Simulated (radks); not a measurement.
# The series with 25 electrons, Zr¹⁵⁺ to Ce³³⁺

What does a rising nuclear charge do to the levels of a fixed set of electrons? The series is run ion by ion, all in [Ar] 3d7.

Method: scalar-relativistic Kohn-Sham, r2SCAN, spin-polarised, spherical densities, finite nucleus; open shells are filled with parallel spins first. Code: radks (a radial shooting solver on a logarithmic mesh, Libxc functionals) version 1.

**1. What is computed**

* electrons: 25
* ions: Zr¹⁵⁺, Nb¹⁶⁺, Mo¹⁷⁺, Tc¹⁸⁺, Ru¹⁹⁺, Rh²⁰⁺, Pd²¹⁺, Ag²²⁺, Cd²³⁺, In²⁴⁺, Sn²⁵⁺, Sb²⁶⁺, Te²⁷⁺, I²⁸⁺, Xe²⁹⁺, Cs³⁰⁺, Ba³¹⁺, La³²⁺, Ce³³⁺
* configuration: [Ar] 3d7

Outer shells as boxes (Hund's rule):

[Ar] 3d7
```
[Ar] core
3d [↑↓][↑↓][↑ ][↑ ][↑ ]
```

**2. Zr¹⁵⁺**

The run's settings:

```text
Z 40
configuration [Ar] 3d7 4s0 4p0
relativity scalar-relativistic
functional r2scan,r2scan
spin polarised
nucleus finite rms 4.2694 fm
c 137.035999084
```

**3. Nb¹⁶⁺**

The run's settings:

```text
Z 41
configuration [Ar] 3d7 4s0 4p0
relativity scalar-relativistic
functional r2scan,r2scan
spin polarised
nucleus finite rms 4.324 fm
c 137.035999084
```

**4. Mo¹⁷⁺**

The run's settings:

```text
Z 42
configuration [Ar] 3d7 4s0 4p0
relativity scalar-relativistic
functional r2scan,r2scan
spin polarised
nucleus finite rms 4.4091 fm
c 137.035999084
```

**5. Tc¹⁸⁺**

The run's settings:

```text
Z 43
configuration [Ar] 3d7 4s0 4p0
relativity scalar-relativistic
functional r2scan,r2scan
spin polarised
nucleus finite rms 4.4112 fm
c 137.035999084
```

**6. Ru¹⁹⁺**

The run's settings:

```text
Z 44
configuration [Ar] 3d7 4s0 4p0
relativity scalar-relativistic
functional r2scan,r2scan
spin polarised
nucleus finite rms 4.4809 fm
c 137.035999084
```

**7. Rh²⁰⁺**

The run's settings:

```text
Z 45
configuration [Ar] 3d7 4s0 4p0
relativity scalar-relativistic
functional r2scan,r2scan
spin polarised
nucleus finite rms 4.4945 fm
c 137.035999084
```

**8. Pd²¹⁺**

The run's settings:

```text
Z 46
configuration [Ar] 3d7 4s0 4p0
relativity scalar-relativistic
functional r2scan,r2scan
spin polarised
nucleus finite rms 4.5318 fm
c 137.035999084
```

**9. Ag²²⁺**

The run's settings:

```text
Z 47
configuration [Ar] 3d7 4s0 4p0
relativity scalar-relativistic
functional r2scan,r2scan
spin polarised
nucleus finite rms 4.5454 fm
c 137.035999084
```

**10. Cd²³⁺**

The run's settings:

```text
Z 48
configuration [Ar] 3d7 4s0 4p0
relativity scalar-relativistic
functional r2scan,r2scan
spin polarised
nucleus finite rms 4.6087 fm
c 137.035999084
```

**11. In²⁴⁺**

The run's settings:

```text
Z 49
configuration [Ar] 3d7 4s0 4p0
relativity scalar-relativistic
functional r2scan,r2scan
spin polarised
nucleus finite rms 4.6156 fm
c 137.035999084
```

**12. Sn²⁵⁺**

The run's settings:

```text
Z 50
configuration [Ar] 3d7 4s0 4p0
relativity scalar-relativistic
functional r2scan,r2scan
spin polarised
nucleus finite rms 4.6519 fm
c 137.035999084
```

**13. Sb²⁶⁺**

The run's settings:

```text
Z 51
configuration [Ar] 3d7 4s0 4p0
relativity scalar-relativistic
functional r2scan,r2scan
spin polarised
nucleus finite rms 4.6802 fm
c 137.035999084
```

**14. Te²⁷⁺**

The run's settings:

```text
Z 52
configuration [Ar] 3d7 4s0 4p0
relativity scalar-relativistic
functional r2scan,r2scan
spin polarised
nucleus finite rms 4.7423 fm
c 137.035999084
```

**15. I²⁸⁺**

The run's settings:

```text
Z 53
configuration [Ar] 3d7 4s0 4p0
relativity scalar-relativistic
functional r2scan,r2scan
spin polarised
nucleus finite rms 4.75 fm
c 137.035999084
```

**16. Xe²⁹⁺**

The run's settings:

```text
Z 54
configuration [Ar] 3d7 4s0 4p0
relativity scalar-relativistic
functional r2scan,r2scan
spin polarised
nucleus finite rms 4.7859 fm
c 137.035999084
```

**17. Cs³⁰⁺**

The run's settings:

```text
Z 55
configuration [Ar] 3d7 4s0 4p0
relativity scalar-relativistic
functional r2scan,r2scan
spin polarised
nucleus finite rms 4.8041 fm
c 137.035999084
```

**18. Ba³¹⁺**

The run's settings:

```text
Z 56
configuration [Ar] 3d7 4s0 4p0
relativity scalar-relativistic
functional r2scan,r2scan
spin polarised
nucleus finite rms 4.8378 fm
c 137.035999084
```

**19. La³²⁺**

The run's settings:

```text
Z 57
configuration [Ar] 3d7 4s0 4p0
relativity scalar-relativistic
functional r2scan,r2scan
spin polarised
nucleus finite rms 4.855 fm
c 137.035999084
```

**20. Ce³³⁺**

The run's settings:

```text
Z 58
configuration [Ar] 3d7 4s0 4p0
relativity scalar-relativistic
functional r2scan,r2scan
spin polarised
nucleus finite rms 4.8771 fm
c 137.035999084
```

What does the calculation give? Wanted: for each run, ion; E; ε(3d down); ε(4s up, empty); ε(4s down, empty); ε(4p up, empty); ε(4p down, empty); <r>(3d down).

The runs gave:

| ion | E (hartree) | ε(3d down) (eV) | ε(4s up, empty) (eV) | ε(4s down, empty) (eV) | ε(4p up, empty) (eV) | ε(4p down, empty) (eV) | <r>(3d down) (bohr) |
| --- | --- | --- | --- | --- | --- | --- | --- |
| Zr¹⁵⁺ | -3499.61102 | -547.39 | -330.95 | -327.62 | -300.05 | -296.88 | 0.4147 |
| Nb¹⁶⁺ | -3704.34195 | -609.80 | -367.78 | -364.28 | -334.74 | -331.38 | 0.3980 |
| Mo¹⁷⁺ | -3915.28873 | -675.29 | -406.44 | -402.79 | -371.20 | -367.67 | 0.3827 |
| Tc¹⁸⁺ | -4132.48441 | -743.87 | -446.95 | -443.13 | -409.44 | -405.73 | 0.3685 |
| Ru¹⁹⁺ | -4355.95653 | -815.53 | -489.30 | -485.32 | -449.47 | -445.57 | 0.3554 |
| Rh²⁰⁺ | -4585.74134 | -890.26 | -533.51 | -529.37 | -491.27 | -487.20 | 0.3432 |
| Pd²¹⁺ | -4821.87025 | -968.07 | -579.58 | -575.28 | -534.86 | -530.61 | 0.3319 |
| Ag²²⁺ | -5064.38022 | -1049.0 | -627.53 | -623.06 | -580.23 | -575.81 | 0.3213 |
| Cd²³⁺ | -5313.30434 | -1132.9 | -677.35 | -672.72 | -627.40 | -622.80 | 0.3113 |
| In²⁴⁺ | -5568.68549 | -1220.0 | -729.05 | -724.26 | -676.35 | -671.58 | 0.3020 |
| Sn²⁵⁺ | -5830.55836 | -1310.1 | -782.65 | -777.70 | -727.10 | -722.15 | 0.2932 |
| Sb²⁶⁺ | -6098.96543 | -1403.2 | -838.16 | -833.04 | -779.65 | -774.53 | 0.2850 |
| Te²⁷⁺ | -6373.94533 | -1499.5 | -895.59 | -890.30 | -834.00 | -828.70 | 0.2771 |
| I²⁸⁺ | -6655.54832 | -1598.8 | -954.94 | -949.49 | -890.16 | -884.69 | 0.2697 |
| Xe²⁹⁺ | -6943.81241 | -1701.3 | -1016.2 | -1010.6 | -948.13 | -942.49 | 0.2627 |
| Cs³⁰⁺ | -7238.7881 | -1806.8 | -1079.5 | -1073.7 | -1007.9 | -1002.1 | 0.2561 |
| Ba³¹⁺ | -7540.5196 | -1915.3 | -1144.7 | -1138.7 | -1069.5 | -1063.5 | 0.2498 |
| La³²⁺ | -7849.0602 | -2027.0 | -1211.9 | -1205.7 | -1133.0 | -1126.8 | 0.2437 |
| Ce³³⁺ | -8164.4584 | -2141.7 | -1281.0 | -1274.7 | -1198.2 | -1191.9 | 0.2380 |

In words: From Zr¹⁵⁺ to Ce³³⁺ the 3d down level deepens by a factor 3.91 and shrinks by a factor 1.74. The order of these tabulated levels, which need not hold every outer shell, does not change along the series. The configuration is held, so it need not be the ground state of every ion.
